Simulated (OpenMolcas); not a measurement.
# Cl⁴⁺: RASSCF and RASPT2 terms and fine-structure levels

Wanted: the level scheme of Cl⁴⁺ from active-space wave functions, then second-order correlation under several settings.

The numbers are computed with OpenMolcas 26.06 (state-averaged RASSCF and RASPT2, spin-orbit coupling by RASSI with atomic mean-field integrals), except any that are marked as measured or tabulated.

**1. What is computed**

| Quantity | Value |
| --- | --- |
| Species | Cl⁴⁺ (chlorine, Z = 17, 13 electrons) |
| Basis | ANO-R2 [5s4p3d1f], 39 functions |
| Scalar Hamiltonian | X2C, finite nucleus |
| Inactive shells | 1s 2s 2p |
| Active space | 3 electrons in 9 orbitals (RAS2 3s 3p; RAS3 3d, at most 2 electrons) |
| Some configurations of this space | 3p³, 3s 3p², 3s² 3p |
| Orbitals | optimised for each spin and parity, averaged over the low roots |

Outer shells as boxes (Hund's rule):

3p3
```
3p [↑ ][↑ ][↑ ]
```

3s 3p2
```
3s [↑ ]
3p [↑ ][↑ ][  ]
```

3s2 3p
```
3s [↑↓]
3p [↑ ][  ][  ]
```

The work runs as a chain of OpenMolcas steps in one folder; each step below is one input file. Labels, J, g values, rates, χT and fits are worked out afterwards by a script from the matrices that RASSI stores.

**2. One- and two-electron integrals**

The input, a.inp:

```
&GATEWAY
Coord
1

Cl 0.0 0.0 0.0
Basis=ANO-R2
Group=XYZ
NoMove
AngMom=0.0 0.0 0.0
AMFI
&SEWARD
```

**3. A small preliminary run for start orbitals**

The input, a.inp:

```
&RASSCF
FileOrb=start.orb
Symmetry=2
Spin=4
nActEl=3 0 0
Inactive=2 3
Ras2=1 3
CIRoot=1 1 1
SDav=1
CIMx=300
Iter=120 100
PrWF=0.3
OrbListing=Nothing
MaxOrb=0
Atom
>>> COPY $Project.JobIph JOBPRE
```

**4. Reference wave functions, quartets of odd parity, 1 root**

The input, a.inp:

```
&RASSCF
FileOrb=start.orb
Symmetry=2
Spin=4
nActEl=3 0 2
Inactive=2 3
Ras2=1 3
Ras3=5 0
CIRoot=1 1 1
SDav=46
CIMx=300
Iter=120 100
PrWF=0.3
OrbListing=Nothing
MaxOrb=0
Thrs=2.0e-7 1.0e-1 5.0e-4
Atom
>>> COPY $Project.JobIph JOB001
```

**5. Reference wave functions, doublets of odd parity, 11 roots**

The input, a.inp:

```
&RASSCF
FileOrb=start.orb
Symmetry=2
Spin=2
nActEl=3 0 2
Inactive=2 3
Ras2=1 3
Ras3=5 0
CIRoot=11 11 1
SDav=116
CIMx=300
Iter=120 100
PrWF=0.3
OrbListing=Nothing
MaxOrb=0
Thrs=2.0e-7 1.0e-1 5.0e-4
Atom
>>> COPY $Project.JobIph JOB002
```

**6. RASSCF: quartets of even parity, 3 roots**

The input, a.inp:

```
&RASSCF
FileOrb=start.orb
Symmetry=1
Spin=4
nActEl=3 0 2
Inactive=2 3
Ras2=1 3
Ras3=5 0
CIRoot=3 3 1
SDav=28
CIMx=300
Iter=120 100
PrWF=0.3
OrbListing=Nothing
MaxOrb=0
Thrs=2.0e-7 1.0e-1 5.0e-4
Atom
>>> COPY $Project.JobIph JOB003
```

**7. RASSCF: doublets of even parity, 9 roots**

The input, a.inp:

```
&RASSCF
FileOrb=start.orb
Symmetry=1
Spin=2
nActEl=3 0 2
Inactive=2 3
Ras2=1 3
Ras3=5 0
CIRoot=9 9 1
SDav=84
CIMx=300
Iter=120 100
PrWF=0.3
OrbListing=Nothing
MaxOrb=0
Thrs=2.0e-7 1.0e-1 5.0e-4
Atom
>>> COPY $Project.JobIph JOB004
```

**8. State interaction with spin-orbit coupling**

The input, a.inp:

```
&RASSI
NrOfJobIphs=4 1 11 3 9
1
1 2 3 4 5 6 7 8 9 10 11
1 2 3
1 2 3 4 5 6 7 8 9
IphNames
JOB001
JOB002
JOB003
JOB004
EJob
SpinOrbit
DIPRint=1.0
SOCoupling=1000.0
Subsets=2
MEES
Property=10
'ANGMOM' 1 'ANGMOM' 2 'ANGMOM' 3 'MLTPL  1' 1 'MLTPL  1' 2 'MLTPL  1' 3
'AMFI' 1 'AMFI' 2 'AMFI' 3 'MLTPL  2' 6
SOProperty=3
'ANGMOM' 1 'ANGMOM' 2 'ANGMOM' 3
```

**9. CASPT2: IPEA 0.25, imaginary shift 0.1 (closed shells correlated: 2s 2p)**

The input, a.inp:

```
>>> COPY JOB001 $Project.JobIph
&CASPT2
Multistate=1 1
Frozen=1 0
IPEA=0.25
Imaginary=0.1
MaxIter=60
WThr=0.0 0.3 0.05
PrWF=0.5
NoMix
>>> COPY JOB002 $Project.JobIph
&CASPT2
Multistate=11 1 2 3 4 5 6 7 8 9 10 11
Frozen=1 0
IPEA=0.25
Imaginary=0.1
MaxIter=60
WThr=0.0 0.3 0.05
PrWF=0.5
NoMix
>>> COPY JOB003 $Project.JobIph
&CASPT2
Multistate=3 1 2 3
Frozen=1 0
IPEA=0.25
Imaginary=0.1
MaxIter=60
WThr=0.0 0.3 0.05
PrWF=0.5
NoMix
>>> COPY JOB004 $Project.JobIph
&CASPT2
Multistate=9 1 2 3 4 5 6 7 8 9
Frozen=1 0
IPEA=0.25
Imaginary=0.1
MaxIter=60
WThr=0.0 0.3 0.05
PrWF=0.5
NoMix
```

**10. CASPT2: IPEA 0, imaginary shift 0.1 (closed shells correlated: 2s 2p)**

Changes to a.inp since step 9:

```diff
@@ -4,3 +4,3 @@
 Frozen=1 0
-IPEA=0.25
+IPEA=0.0
 Imaginary=0.1
@@ -14,3 +14,3 @@
 Frozen=1 0
-IPEA=0.25
+IPEA=0.0
 Imaginary=0.1
@@ -24,3 +24,3 @@
 Frozen=1 0
-IPEA=0.25
+IPEA=0.0
 Imaginary=0.1
@@ -34,3 +34,3 @@
 Frozen=1 0
-IPEA=0.25
+IPEA=0.0
 Imaginary=0.1
```

(Steps that only read results are left out.)

Before running it: what results should come out? Wanted: lowest level; first excited level; lowest level of another term; spin-orbit lowering of the lowest level; strongest of the lines computed, by gA, at RASSCF energies.

As calculated:

```
                                                  quantity                                                                        value
                                                    method  SS-RASPT2, IPEA 0.25, imaginary shift 0.1 (closed shells correlated: 2s 2p)
                                              lowest level                                3s² 3p ²P°_1/2, 100 % of that term, g = 0.666
                               ground level listed by NIST                                                                       2P°1/2
                                       first excited level                                                  3s² 3p ²P°_3/2 at 1341 cm⁻¹
                              lowest level of another term                                                  3s 3p² ⁴P_1/2 at 84820 cm⁻¹
                   spin-orbit lowering of the lowest level                                                                     894 cm⁻¹
strongest of the lines computed, by gA, at RASSCF energies                   3s 3p² ²P_3/2 → 3s² 3p ²P°_3/2, 62.22 nm, A = 1.02e+10 s⁻¹
```

Cost and accuracy by method:

| method | time of its own steps | time with the reference | mean absolute difference from method B (cm-1) |
| --- | --- | --- | --- |
| A. RASSCF | 22 s | 22 s | 1500 |
| B. SS-RASPT2, IPEA 0.25, imaginary shift 0.1, +2s 2p | 16 s | 38 s | 0 |
| C. SS-RASPT2, IPEA 0, imaginary shift 0.1, +2s 2p | 17 s | 39 s | 54 |

Times are of one thread on a shared host.

The multiplet ²P° is regular. Only the configurations of the active space and the roots asked for are present. Not all states of the active space went into the spin-orbit step. The levels of the extra active shells were not computed. Levels of other configurations are missing from the list.
